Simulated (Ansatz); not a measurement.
# Ta3Os: the cost of one run

Computed with Ansatz 0.2.0 through its Python package. Level of theory: DFT LDA, plane waves, PAW.

**1. The system**

It takes space group Fm-3m (No. 225, cubic). The conventional cell has a = 6.446 Å, b = 6.446 Å, c = 6.446 Å, α = 90.00°, β = 90.00°, γ = 90.00°. Ta (site symmetry -43m) has 4 Ta at 2.79 Å and 4 Os at 2.79 Å as nearest neighbours. Ta (site symmetry m-3m) is surrounded by 8 Ta at 2.79 Å. Around Os (site symmetry m-3m) lie 8 Ta at 2.79 Å.

No structure file is read: the coordinates are typed or built in the script.

**2. Script**

run_fermi.py

```python
# -*- coding: utf-8 -*-
'''Fermi surface readings for Ta3Os.'''

import ansatz as az

XC = 'lda'
KGRID = (6, 6, 6)
FILLING = 'gaussian'
SIGMA = 0.1


def main():
    cell = (
        az.Lattice.of((0.0, 3.22282, 3.22282), (3.22282, 0.0, 3.22282), (3.22282, 3.22282, 0.0))
        .atom('Ta', (0.25, 0.25, 0.25))
        .atom('Ta', (0.75, 0.75, 0.75))
        .atom('Ta', (0.5, 0.5, 0.5))
        .atom('Os', (0.0, 0.0, 0.0))
    )

    model = (
        cell.calculation()
        .functional(XC)
        .kpoints(*KGRID)  # sampling of the Brillouin zone
        .occupations(FILLING, width=SIGMA)  # the run then minimises F = E - TS
        .eigenstates(nscf_kmesh=(8, 8, 8), level_slopes=True)
    )
    surface = model.run(threads=1, backend='cpu').fermi_surface().to_plain()
    for way, reading in surface.items():
        if reading:
            rho_lambda = [f'{v:.3e}' for v in reading['resistivity_times_mean_free_path_ohm_m2']]
            print(f'{way:24s} area {reading["spin_summed_area_per_ang2"]:8.3f} 1/A^2  rho*lambda (ohm m^2) {rho_lambda}')


if __name__ == '__main__':
    main()
```

**3. The run**

The run is started by

```
python run_fermi.py
```

**Question.** How long does this script take on 1 thread of Intel Xeon Platinum 8488C (Sapphire Rapids), shared host, and how much memory does it need?

About 4.9 s, with a peak of 0.41 GiB.
